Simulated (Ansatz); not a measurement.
# AlGeF (triplet): RPA-PBE over a scan of the distance Al2–Ge3, cc-pVDZ

Aim: run AlGeF (triplet) with these functionals over a scan of the distance Al2–Ge3, and hold them against the top wave-function level at the same points.

Computed with Ansatz 0.2.0, Gaussian basis. Level: cc-pVDZ, all electrons in the functionals, frozen cores in the correlation of double hybrids and RPA.

To be run: RPA-PBE, at 1.963 Å; 2.143 Å; 2.413 Å; 2.605 Å; 2.945 Å; 3.318 Å; 3.904 Å; 4.367 Å; 5.341 Å; 6.593 Å; 8.061 Å.

36 further runs of the same task are left out: 11 for a known fault of the program, 18 that didn't finish, 7 set aside as unsound or not needed.

**1. The system**

The geometry derives from a PBE0/def2-TZVP stationary point (not a proven minimum). One bond is set to the value named and the two fragments are kept rigid. No spin-orbit coupling is included. The filled d shell of Ge may be among the frozen orbitals whatever the setting's name suggests; the logs give the count.

3 atoms, charge 0, spin multiplicity 3.

Atoms are counted from 1 here; the program's logs count them from 0.

Bond lengths: F1–Al2 1.648 Å, Al2–Ge3 2.413 Å. Angles: F1–Al2–Ge3 180.0°.

No dispersion term is added.

The geometry shown and the zero of energy belong to the point 2.413 Å. The yardstick, UCCSDT(Q), and other wave-function levels (R restricted, U unrestricted, valence and pair active spaces) come from earlier runs.

**2. RPA-PBE, 1.963 Å**

The input, in.yaml:

```yaml
crystal:
  periodic: [false, false, false]
  atoms:
    - {symbol: F, position_ang: [0.000000, 0.000000, -1.753133]}
    - {symbol: Al, position_ang: [0.000000, 0.000000, -0.104933]}
    - {symbol: Ge, position_ang: [0.000000, 0.000000, 1.858067]}
basis:
  gaussian: {orbitals: cc-pVDZ}
magnetization: {spin_polarized: true, initial_magnetization: 2}
hamiltonian: {xc: {name: PBE}}
correlation: {method: rpa, electrons: outside_noble_gas}
```

On the command line:

```sh
> ansatz run in.yaml --threads 1 --pin off --events-out ev --progress --plain --max-ram 2393MiB
```

The log of the run:

```text
Functional definition: PBE
  name "PBE"
  cite "Perdew, Burke & Ernzerhof, Phys. Rev. Lett. 77, 3865 (1996) doi:10.1103/PhysRevLett.77.3865"
  parent pbe
  parameter kappa = 0.804
  parameter beta = 0.06672455060314922
  exchange = pbe_x(kappa = kappa, mu = beta*pi^2/3)
  correlation = pbe_c(beta = beta)
638 factors; integrals over basis functions are off by at most 9.8e-4 eV
mean field evaluation 1: about -65812.9758 eV, gradient 2.5e1 eV
mean field evaluation 2: about -65812.9737 eV, gradient 2.5e1 eV
mean field evaluation 4: about -65814.7160 eV, gradient 7.1e0 eV
mean field evaluation 8: about -65815.2538 eV, gradient 5.6e-2 eV
mean field evaluation 16: about -65815.2532 eV, gradient 1.0e-5 eV
mean field -65815.25324415 eV, -2418.6659455414 hartree, gradient 1.0e-6 eV, S^2 2.003067; 0 other end points of the search recorded, 0 dependent functions left out
20 core orbitals not correlated: weight in the atoms' cores, before any rotation towards them, 0.998 or more for the frozen orbitals, at most 0.001 for the correlated occupied ones
reference -65760.04051265 eV, -2416.6369150834 hartree; 8, 6 occupied and 31, 33 virtual orbitals, 638 factors
Total energy: -65772.83753113 eV, -2417.1071968385 hartree
```

Run time: 2.5 s. Hardware: 1 thread of Intel Xeon Platinum 8488C, shared host.

From the report: ⟨S²⟩ of the determinant 2.003 (pure triplet: 2.00).

**3. RPA-PBE, 2.143 Å**

The input, in.yaml:

```yaml
crystal:
  periodic: [false, false, false]
  atoms:
    - {symbol: F, position_ang: [0.000000, 0.000000, -1.813133]}
    - {symbol: Al, position_ang: [0.000000, 0.000000, -0.164933]}
    - {symbol: Ge, position_ang: [0.000000, 0.000000, 1.978067]}
basis:
  gaussian: {orbitals: cc-pVDZ}
magnetization: {spin_polarized: true, initial_magnetization: 2}
hamiltonian: {xc: {name: PBE}}
correlation: {method: rpa, electrons: outside_noble_gas}
```

The command is unchanged.

The log of the run, shortened:

```text
Functional definition: PBE
  name "PBE"
  cite "Perdew, Burke & Ernzerhof, Phys. Rev. Lett. 77, 3865 (1996) doi:10.1103/PhysRevLett.77.3865"
  parent pbe
[...]
638 factors; integrals over basis functions are off by at most 9.4e-4 eV
[...]
mean field -65816.44391279 eV, -2418.7097018071 hartree, gradient 2.0e-6 eV, S^2 2.002891; 0 other end points of the search recorded, 0 dependent functions left out
20 core orbitals not correlated: weight in the atoms' cores, before any rotation towards them, 0.999 or more for the frozen orbitals, at most 0.001 for the correlated occupied ones
reference -65761.26162666 eV, -2416.6817901957 hartree; 8, 6 occupied and 31, 33 virtual orbitals, 638 factors
Total energy: -65774.16657205 eV, -2417.1560381913 hartree
```

Wall time 2 s (1 thread of Intel Xeon Platinum 8488C, shared host).

From the report: ⟨S²⟩ of the determinant 2.003 (pure triplet: 2.00).

**4. RPA-PBE, 2.413 Å**

The input, in.yaml:

```yaml
crystal:
  periodic: [false, false, false]
  atoms:
    - {symbol: F, position_ang: [0.000000, 0.000000, -1.903100]}
    - {symbol: Al, position_ang: [0.000000, 0.000000, -0.254900]}
    - {symbol: Ge, position_ang: [0.000000, 0.000000, 2.158000]}
basis:
  gaussian: {orbitals: cc-pVDZ}
magnetization: {spin_polarized: true, initial_magnetization: 2}
hamiltonian: {xc: {name: PBE}}
correlation: {method: rpa, electrons: outside_noble_gas}
```

Same command.

The log of the run, shortened:

```text
Functional definition: PBE
  name "PBE"
  cite "Perdew, Burke & Ernzerhof, Phys. Rev. Lett. 77, 3865 (1996) doi:10.1103/PhysRevLett.77.3865"
  parent pbe
[...]
638 factors; integrals over basis functions are off by at most 7.2e-4 eV
[...]
mean field -65816.94892987 eV, -2418.7282608426 hartree, gradient 3.6e-6 eV, S^2 2.002670; 0 other end points of the search recorded, 0 dependent functions left out
20 core orbitals not correlated: weight in the atoms' cores, before any rotation towards them, 0.999 or more for the frozen orbitals, at most 0.000 for the correlated occupied ones
reference -65761.76827356 eV, -2416.7004091257 hartree; 8, 6 occupied and 31, 33 virtual orbitals, 638 factors
Total energy: -65774.80765191 eV, -2417.1795974417 hartree
```

Wall time 2.9 s (1 thread of Intel Xeon Platinum 8488C, shared host).

From the report: ⟨S²⟩ of the determinant 2.003 (pure triplet: 2.00).

**5. RPA-PBE, 2.605 Å**

The input, in.yaml:

```yaml
crystal:
  periodic: [false, false, false]
  atoms:
    - {symbol: F, position_ang: [0.000000, 0.000000, -1.967133]}
    - {symbol: Al, position_ang: [0.000000, 0.000000, -0.318933]}
    - {symbol: Ge, position_ang: [0.000000, 0.000000, 2.286067]}
basis:
  gaussian: {orbitals: cc-pVDZ}
magnetization: {spin_polarized: true, initial_magnetization: 2}
hamiltonian: {xc: {name: PBE}}
correlation: {method: rpa, electrons: outside_noble_gas}
```

The command is unchanged.

The log of the run, shortened:

```text
Functional definition: PBE
  name "PBE"
  cite "Perdew, Burke & Ernzerhof, Phys. Rev. Lett. 77, 3865 (1996) doi:10.1103/PhysRevLett.77.3865"
  parent pbe
[...]
640 factors; integrals over basis functions are off by at most 7.7e-4 eV
[...]
mean field -65816.86947062 eV, -2418.7253407689 hartree, gradient 4.9e-6 eV, S^2 2.002884; 2 other end points of the search recorded, 0 dependent functions left out
20 core orbitals not correlated: weight in the atoms' cores, before any rotation towards them, 0.999 or more for the frozen orbitals, at most 0.000 for the correlated occupied ones
reference -65761.70963681 eV, -2416.6982542651 hartree; 8, 6 occupied and 31, 33 virtual orbitals, 640 factors
Total energy: -65774.79397948 eV, -2417.1790949892 hartree
```

It took 4 s on 1 thread of Intel Xeon Platinum 8488C, shared host.

From the report: ⟨S²⟩ of the determinant 2.003 (pure triplet: 2.00).

From 2.413 Å: +1.3 kJ/mol.

**6. RPA-PBE, 2.945 Å**

The input, in.yaml:

```yaml
crystal:
  periodic: [false, false, false]
  atoms:
    - {symbol: F, position_ang: [0.000000, 0.000000, -2.080467]}
    - {symbol: Al, position_ang: [0.000000, 0.000000, -0.432267]}
    - {symbol: Ge, position_ang: [0.000000, 0.000000, 2.512733]}
basis:
  gaussian: {orbitals: cc-pVDZ}
magnetization: {spin_polarized: true, initial_magnetization: 2}
hamiltonian: {xc: {name: PBE}}
correlation: {method: rpa, electrons: outside_noble_gas}
```

Launched as before.

The log of the run, shortened:

```text
Functional definition: PBE
  name "PBE"
  cite "Perdew, Burke & Ernzerhof, Phys. Rev. Lett. 77, 3865 (1996) doi:10.1103/PhysRevLett.77.3865"
  parent pbe
[...]
640 factors; integrals over basis functions are off by at most 8.3e-4 eV
[...]
mean field -65816.45489784 eV, -2418.7101055002 hartree, gradient 7.3e-7 eV, S^2 2.004413; 5 other end points of the search recorded, 0 dependent functions left out
20 core orbitals not correlated: weight in the atoms' cores, before any rotation towards them, 0.999 or more for the frozen orbitals, at most 0.000 for the correlated occupied ones
reference -65761.44237809 eV, -2416.6884326884 hartree; 8, 6 occupied and 31, 33 virtual orbitals, 640 factors
Total energy: -65774.48046938 eV, -2417.1675737056 hartree
```

Run time: 6 s. Hardware: 1 thread of Intel Xeon Platinum 8488C, shared host.

From the report: ⟨S²⟩ of the determinant 2.004 (pure triplet: 2.00).

From 2.413 Å: +31.6 kJ/mol.

**7. RPA-PBE, 3.318 Å**

The input, in.yaml:

```yaml
crystal:
  periodic: [false, false, false]
  atoms:
    - {symbol: F, position_ang: [0.000000, 0.000000, -2.204800]}
    - {symbol: Al, position_ang: [0.000000, 0.000000, -0.556600]}
    - {symbol: Ge, position_ang: [0.000000, 0.000000, 2.761400]}
basis:
  gaussian: {orbitals: cc-pVDZ}
magnetization: {spin_polarized: true, initial_magnetization: 2}
hamiltonian: {xc: {name: PBE}}
correlation: {method: rpa, electrons: outside_noble_gas}
```

The command is unchanged.

The log of the run, shortened:

```text
Functional definition: PBE
  name "PBE"
  cite "Perdew, Burke & Ernzerhof, Phys. Rev. Lett. 77, 3865 (1996) doi:10.1103/PhysRevLett.77.3865"
  parent pbe
[...]
640 factors; integrals over basis functions are off by at most 8.6e-4 eV
[...]
mean field -65816.00725740 eV, -2418.6936550173 hartree, gradient 4.7e-7 eV, S^2 2.005803; 7 other end points of the search recorded, 0 dependent functions left out
20 core orbitals not correlated: weight in the atoms' cores, before any rotation towards them, 0.999 or more for the frozen orbitals, at most 0.000 for the correlated occupied ones
reference -65761.28391805 eV, -2416.6826093890 hartree; 8, 6 occupied and 31, 33 virtual orbitals, 640 factors
Total energy: -65774.16914590 eV, -2417.1561327787 hartree
```

Wall time 8.5 s (1 thread of Intel Xeon Platinum 8488C, shared host).

From the report: ⟨S²⟩ of the determinant 2.006 (pure triplet: 2.00).

From 2.413 Å: +61.6 kJ/mol.

**8. RPA-PBE, 3.904 Å**

The input, in.yaml:

```yaml
crystal:
  periodic: [false, false, false]
  atoms:
    - {symbol: F, position_ang: [0.000000, 0.000000, -2.400133]}
    - {symbol: Al, position_ang: [0.000000, 0.000000, -0.751933]}
    - {symbol: Ge, position_ang: [0.000000, 0.000000, 3.152067]}
basis:
  gaussian: {orbitals: cc-pVDZ}
magnetization: {spin_polarized: true, initial_magnetization: 2}
hamiltonian: {xc: {name: PBE}}
correlation: {method: rpa, electrons: outside_noble_gas}
```

Same command.

The log of the run, shortened:

```text
Functional definition: PBE
  name "PBE"
  cite "Perdew, Burke & Ernzerhof, Phys. Rev. Lett. 77, 3865 (1996) doi:10.1103/PhysRevLett.77.3865"
  parent pbe
[...]
640 factors; integrals over basis functions are off by at most 8.8e-4 eV
[...]
mean field -65815.59993521 eV, -2418.6786862030 hartree, gradient 4.9e-6 eV, S^2 2.004473; 7 other end points of the search recorded, 0 dependent functions left out
20 core orbitals not correlated: weight in the atoms' cores, before any rotation towards them, 0.999 or more for the frozen orbitals, at most 0.000 for the correlated occupied ones
reference -65761.28551693 eV, -2416.6826681467 hartree; 8, 6 occupied and 31, 33 virtual orbitals, 640 factors
Total energy: -65774.02014630 eV, -2417.1506571446 hartree
```

Wall time 8.5 s (1 thread of Intel Xeon Platinum 8488C, shared host).

From the report: ⟨S²⟩ of the determinant 2.004 (pure triplet: 2.00).

From 2.413 Å: +76.0 kJ/mol.

**9. RPA-PBE, 4.367 Å**

The input, in.yaml:

```yaml
crystal:
  periodic: [false, false, false]
  atoms:
    - {symbol: F, position_ang: [0.000000, 0.000000, -2.554467]}
    - {symbol: Al, position_ang: [0.000000, 0.000000, -0.906267]}
    - {symbol: Ge, position_ang: [0.000000, 0.000000, 3.460733]}
basis:
  gaussian: {orbitals: cc-pVDZ}
magnetization: {spin_polarized: true, initial_magnetization: 2}
hamiltonian: {xc: {name: PBE}}
correlation: {method: rpa, electrons: outside_noble_gas}
```

Launched as before.

The log of the run, shortened:

```text
Functional definition: PBE
  name "PBE"
  cite "Perdew, Burke & Ernzerhof, Phys. Rev. Lett. 77, 3865 (1996) doi:10.1103/PhysRevLett.77.3865"
  parent pbe
[...]
640 factors; integrals over basis functions are off by at most 8.8e-4 eV
[...]
mean field -65815.46231550 eV, -2418.6736287721 hartree, gradient 5.0e-6 eV, S^2 2.003120; 7 other end points of the search recorded, 0 dependent functions left out
20 core orbitals not correlated: weight in the atoms' cores, before any rotation towards them, 0.999 or more for the frozen orbitals, at most 0.000 for the correlated occupied ones
reference -65761.31632959 eV, -2416.6838004912 hartree; 8, 6 occupied and 31, 33 virtual orbitals, 640 factors
Total energy: -65774.03237604 eV, -2417.1511065790 hartree
```

It took 9.5 s on 1 thread of Intel Xeon Platinum 8488C, shared host.

From the report: ⟨S²⟩ of the determinant 2.003 (pure triplet: 2.00).

From 2.413 Å: +74.8 kJ/mol.

**10. RPA-PBE, 5.341 Å**

The input, in.yaml:

```yaml
crystal:
  periodic: [false, false, false]
  atoms:
    - {symbol: F, position_ang: [0.000000, 0.000000, -2.879133]}
    - {symbol: Al, position_ang: [0.000000, 0.000000, -1.230933]}
    - {symbol: Ge, position_ang: [0.000000, 0.000000, 4.110067]}
basis:
  gaussian: {orbitals: cc-pVDZ}
magnetization: {spin_polarized: true, initial_magnetization: 2}
hamiltonian: {xc: {name: PBE}}
correlation: {method: rpa, electrons: outside_noble_gas}
```

Same command.

The log of the run, shortened:

```text
Functional definition: PBE
  name "PBE"
  cite "Perdew, Burke & Ernzerhof, Phys. Rev. Lett. 77, 3865 (1996) doi:10.1103/PhysRevLett.77.3865"
  parent pbe
[...]
640 factors; integrals over basis functions are off by at most 8.8e-4 eV
[...]
mean field -65815.37080928 eV, -2418.6702659803 hartree, gradient 3.8e-10 eV, S^2 2.002026; 8 other end points of the search recorded, 0 dependent functions left out
20 core orbitals not correlated: weight in the atoms' cores, before any rotation towards them, 0.999 or more for the frozen orbitals, at most 0.000 for the correlated occupied ones
reference -65761.34159497 eV, -2416.6847289768 hartree; 8, 6 occupied and 31, 33 virtual orbitals, 640 factors
Total energy: -65774.06491119 eV, -2417.1523022238 hartree
```

Run time: 16 s. Hardware: 1 thread of Intel Xeon Platinum 8488C, shared host.

From the report: ⟨S²⟩ of the determinant 2.002 (pure triplet: 2.00).

From 2.413 Å: +71.7 kJ/mol.

**11. RPA-PBE, 6.593 Å**

The input, in.yaml:

```yaml
crystal:
  periodic: [false, false, false]
  atoms:
    - {symbol: F, position_ang: [0.000000, 0.000000, -3.296467]}
    - {symbol: Al, position_ang: [0.000000, 0.000000, -1.648267]}
    - {symbol: Ge, position_ang: [0.000000, 0.000000, 4.944733]}
basis:
  gaussian: {orbitals: cc-pVDZ}
magnetization: {spin_polarized: true, initial_magnetization: 2}
hamiltonian: {xc: {name: PBE}}
correlation: {method: rpa, electrons: outside_noble_gas}
```

The command is unchanged.

The log of the run, shortened:

```text
Functional definition: PBE
  name "PBE"
  cite "Perdew, Burke & Ernzerhof, Phys. Rev. Lett. 77, 3865 (1996) doi:10.1103/PhysRevLett.77.3865"
  parent pbe
[...]
640 factors; integrals over basis functions are off by at most 8.8e-4 eV
[...]
mean field -65815.35360133 eV, -2418.6696336000 hartree, gradient 4.0e-10 eV, S^2 2.001832; 8 other end points of the search recorded, 0 dependent functions left out
20 core orbitals not correlated: weight in the atoms' cores, before any rotation towards them, 0.999 or more for the frozen orbitals, at most 0.000 for the correlated occupied ones
reference -65761.34054909 eV, -2416.6846905416 hartree; 8, 6 occupied and 31, 33 virtual orbitals, 640 factors
Total energy: -65774.06778770 eV, -2417.1524079334 hartree
```

Run time: 16 s. Hardware: 1 thread of Intel Xeon Platinum 8488C, shared host.

From the report: ⟨S²⟩ of the determinant 2.002 (pure triplet: 2.00).

From 2.413 Å: +71.4 kJ/mol.

**12. RPA-PBE, 8.061 Å**

The input, in.yaml:

```yaml
crystal:
  periodic: [false, false, false]
  atoms:
    - {symbol: F, position_ang: [0.000000, 0.000000, -3.785800]}
    - {symbol: Al, position_ang: [0.000000, 0.000000, -2.137600]}
    - {symbol: Ge, position_ang: [0.000000, 0.000000, 5.923400]}
basis:
  gaussian: {orbitals: cc-pVDZ}
magnetization: {spin_polarized: true, initial_magnetization: 2}
hamiltonian: {xc: {name: PBE}}
correlation: {method: rpa, electrons: outside_noble_gas}
```

Launched as before.

The log of the run, shortened:

```text
Functional definition: PBE
  name "PBE"
  cite "Perdew, Burke & Ernzerhof, Phys. Rev. Lett. 77, 3865 (1996) doi:10.1103/PhysRevLett.77.3865"
  parent pbe
[...]
640 factors; integrals over basis functions are off by at most 8.8e-4 eV
[...]
mean field -65815.35092251 eV, -2418.6695351551 hartree, gradient 1.8e-11 eV, S^2 2.001834; 5 other end points of the search recorded, 0 dependent functions left out
20 core orbitals not correlated: weight in the atoms' cores, before any rotation towards them, 0.999 or more for the frozen orbitals, at most 0.000 for the correlated occupied ones
reference -65761.34141259 eV, -2416.6847222744 hartree; 8, 6 occupied and 31, 33 virtual orbitals, 640 factors
Total energy: -65774.06754532 eV, -2417.1523990261 hartree
```

Wall time 11 s (1 thread of Intel Xeon Platinum 8488C, shared host).

From the report: ⟨S²⟩ of the determinant 2.002 (pure triplet: 2.00).

From 2.413 Å: +71.4 kJ/mol.

**13. The comparison**

The yardstick is UCCSDT(Q), where the cluster series has nearly closed. It comes from earlier runs at the same points. Energies in kJ/mol, counted from 2.413 Å; blanks weren't run or aren't comparable.

| level | 1.963 Å | 2.143 Å | 2.413 Å | 2.605 Å | 2.945 Å | 3.318 Å | 3.904 Å | 4.367 Å | 5.341 Å | 6.593 Å | 8.061 Å |
| --- | --- | --- | --- | --- | --- | --- | --- | --- | --- | --- | --- |
| UCCSDT(Q) | 183.9 | 58.5 | 0.0 | 2.6 | 32.9 | 62.2 | 83.1 | 89.2 | 93.9 | 95.2 | 95.4 |
| RPA-PBE | 190.1 | 61.9 | 0.0 | 1.3 | 31.6 | 61.6 | 76.0 | 74.8 | 71.7 | 71.4 | 71.4 |

Largest miss and mean time a point (UCCSDT(Q) took 65 s a point; shared hosts):

| level | largest miss (kJ/mol) | where | time a point |
| --- | --- | --- | --- |
| RPA-PBE | -24.0 | 8.061 Å | 7.9 s |

**14. Results**

| quantity | value |
| --- | --- |
| span of the UCCSDT(Q) curve | 183.9 kJ/mol |
| largest miss, RPA-PBE | -24.0 kJ/mol (8.061 Å) |

In words: RPA-PBE strays by up to 24.0 kJ/mol, at 8.061 Å. Functionals and the yardstick converge differently with the basis, so part of each miss in cc-pVDZ is the basis.
